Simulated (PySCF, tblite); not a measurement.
**C3H9OPSi2: geometry, infrared bands and NMR shifts**

Wanted: the infrared bands and NMR shifts of C3H9OPSi2 (`CC#C[Si@@H](P)O[SiH3]`), by calculation.

Computed with tblite 0.8.0 and PySCF 2.14.0, with density-fitted response routines of our own, on a single molecule in the gas phase. Atoms are numbered from 0 throughout.

### Step 1. The starting structure

16 atoms, charge 0, multiplicity 1; geometry from: force field or distance geometry start.

Bonds of the start (Å): C0–C1 1.47, C1–C2 1.23, C2–Si3 1.80, Si3–P4 2.22, Si3–O5 1.70, O5–Si6 1.69, C0–H7 1.09, C0–H8 1.11, C0–H9 1.11, Si3–H10 1.47, P4–H11 1.44, P4–H12 1.45, Si6–H13 1.47, Si6–H14 1.48, Si6–H15 1.50.

### Step 2. Geometry optimisation with GFN2-xTB

The job: settings as JSON, then the geometry in Å.

```
{"job": {"kind": "relax", "xc": "GFN2-xTB", "basis": "xTB"}, "charge": 0, "multiplicity": 1}
C     -3.103300    -0.833100     0.059000
C     -1.749000    -0.290500    -0.147700
C     -0.613800     0.152200    -0.293500
Si     1.043400     0.822700    -0.539800
P      1.033800     2.996800    -0.078600
O      2.143600     0.118500     0.541600
Si     2.076800    -1.562300     0.677600
H     -3.162900    -1.763100    -0.501500
H     -3.870800    -0.096500    -0.259500
H     -3.281200    -1.023400     1.142100
H      1.397300     0.633000    -1.954900
H      2.076600     3.598800    -0.865900
H     -0.286600     3.552700    -0.306200
H      2.048400    -2.284500    -0.603900
H      0.935600    -2.023600     1.504600
H      3.304400    -1.988800     1.417600
```

On the command line:

```
OMP_NUM_THREADS=1 python probes_run.py task.json out
```

One launch serves the whole session: the jobs run in the order shown.

**Question.** This job is followed by: GFN2-xTB harmonic vibrations, gas phase; GIAO PBE0/pcSseg-1 NMR shielding, non-relativistic, gas phase. What will the session give for the following? strongest single infrared mode (GFN2-xTB); zero-point energy (GFN2-xTB); ¹³C shifts against TMS (PBE0/pcSseg-1); ¹H shifts against TMS (PBE0/pcSseg-1, means over atoms taken as alike); ²⁹Si shifts against TMS (PBE0/pcSseg-1); ³¹P shifts against H3PO4 (PBE0/pcSseg-1); ¹⁷O shifts against H2O (PBE0/pcSseg-1).

The runs gave:

| quantity | value |
| --- | --- |
| strongest single infrared mode (GFN2-xTB) | 1074 cm⁻¹, 616 km/mol |
| zero-point energy (GFN2-xTB) | 63.1 kcal/mol |
| ¹³C shifts against TMS (PBE0/pcSseg-1) | 114.5, 87.0, 5.8 ppm |
| ¹H shifts against TMS (PBE0/pcSseg-1, means over atoms taken as alike) | 5.81, 5.11, 2.10, 1.20 ppm |
| ²⁹Si shifts against TMS (PBE0/pcSseg-1) | -32.6, -43.3 ppm |
| ³¹P shifts against H3PO4 (PBE0/pcSseg-1) | -279.2 ppm |
| ¹⁷O shifts against H2O (PBE0/pcSseg-1) | 24.8 ppm |

What this shows: The optimisation took 105 steps and gained 1.166 eV; among the close pairs (by a distance rule), Si3–O5 changed most, from 1.696 to 1.624 Å. The lowest mode is imaginary (31i cm⁻¹), so the xTB geometry is not a minimum. The strongest single mode, at 1074 cm⁻¹, moves mainly O5. Unscaled tight-binding wavenumbers are off by several per cent, some by more. Its intensities can rank the bands wrongly.
